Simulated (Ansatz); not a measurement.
# Li2Cu: the cost of one run

Method: DFT PBE, scalar-relativistic, plane waves, PAW, in Ansatz 0.2.0.

1 further run of the same task is left out (it didn't finish).

## (1) The starting structure

It takes space group Fm-3m (No. 225, cubic). The conventional cell has a = 7.622 Å, b = 7.622 Å, c = 7.622 Å, α = 90.00°, β = 90.00°, γ = 90.00°. Li (site symmetry mmm) has 2 Cu at 1.91 Å as nearest neighbours. Cu (site symmetry -43m) has 6 Li at 1.91 Å as nearest neighbours. Around Cu (site symmetry m-3m) lie 12 Li at 2.69 Å.

Coordinates:

```xyz
9
Lattice="0.0000 3.8112 3.8112 3.8112 0.0000 3.8112 3.8112 3.8112 0.0000" Properties=species:S:1:pos:R:3 pbc="T T T"
Li    0.0000    1.9056    1.9056
Li    3.8112    1.9056    1.9056
Li    1.9056    0.0000    1.9056
Li    1.9056    3.8112    1.9056
Li    1.9056    1.9056    0.0000
Li    1.9056    1.9056    3.8112
Cu    1.9056    1.9056    1.9056
Cu    5.7167    5.7167    5.7167
Cu    3.8112    3.8112    3.8112
```

A structure generator made this guess: random cell by space group and Wyckoff sites (Fm-3m, No. 225). Lengths come from tabulated atomic sizes and are only a guess.

## (2) A first look at the guess

File input.yaml:

```yaml
crystal:
  lattice:
    - [0.0, 3.81115693, 3.81115693]
    - [3.81115693, 0.0, 3.81115693]
    - [3.81115693, 3.81115693, 0.0]
  atoms:
    - { symbol: Li, position: [0.5, 0.0, 0.0] }
    - { symbol: Li, position: [0.0, 0.5, 0.5] }
    - { symbol: Li, position: [0.0, 0.5, 0.0] }
    - { symbol: Li, position: [0.5, 0.0, 0.5] }
    - { symbol: Li, position: [0.0, 0.0, 0.5] }
    - { symbol: Li, position: [0.5, 0.5, 0.0] }
    - { symbol: Cu, position: [0.25, 0.25, 0.25] }
    - { symbol: Cu, position: [0.75, 0.75, 0.75] }
    - { symbol: Cu, position: [0.5, 0.5, 0.5] }
basis:
  ecutwfc: 420
kpoints:
  mp_grid: { grid: [4, 4, 4] }
hamiltonian:
  xc: pbe
scf:
  occupations: { method: gaussian, width: 0.1 }
  lower_state_search: "off"
output:
  forces: true
  stress: true
  eigenvalues: true
```

Launch:

```bash
> ansatz run input.yaml --threads 1 --pin off --max-ram 2048MiB --backend cpu --events-out ev --progress --plain --runs-dir out
```

What time and memory should one allow on 1 thread of Intel Xeon Platinum 8259CL at 2.50GHz (Skylake/Cascade Lake), shared host?

About 2.9 s, with a peak of 0.45 GiB.
